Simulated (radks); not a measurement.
# B in [He] 2s2 2p1: an all-electron calculation

An exercise on one series of results from a longer session: the logs are not shown, and one member is left open.

The numbers are computed with radks (a radial shooting solver on a logarithmic mesh, Libxc functionals) version 1 (Dirac Kohn-Sham, PBE, spin-unpolarised, spherical densities, finite nucleus; open shells fill j = l - 1/2 first), except any that are marked as measured or tabulated.

## The atom as given

- element: boron (Z = 5)
- charge: 0
- electrons: 5
- configuration: [He] 2s2 2p1
- nuclear rms radius: 2.406 fm

Set-up of the first run:

Input:

```text
Z 5
configuration [He] 2s2 2p1
relativity Dirac
functional pbe,pbe
spin unpolarised
j_filling energy
nucleus finite rms 2.406 fm
c 137.035999084
```

One of the session's tables, all rows but one given; the rest of the session is left out.

It belongs to the step «Shells». Sizes of the orbitals, from the radial functions (bohr):

```
level     <r>  outermost maximum (interpolated)  90 % within
1s1/2  0.3294                             0.210        0.593
2s1/2   1.952                              1.52         3.11
2p1/2   2.301                              1.58         3.97
2p3/2       ?                                 ?            ?
```

**Question.** Estimate the row for 2p3/2.

**Answer.** <r>: 2.302; outermost maximum (interpolated): 1.58; 90 % within: 3.98. In the column «<r>» it is the highest.

Limits of these values: Spin polarisation and multiplet splitting are left out.
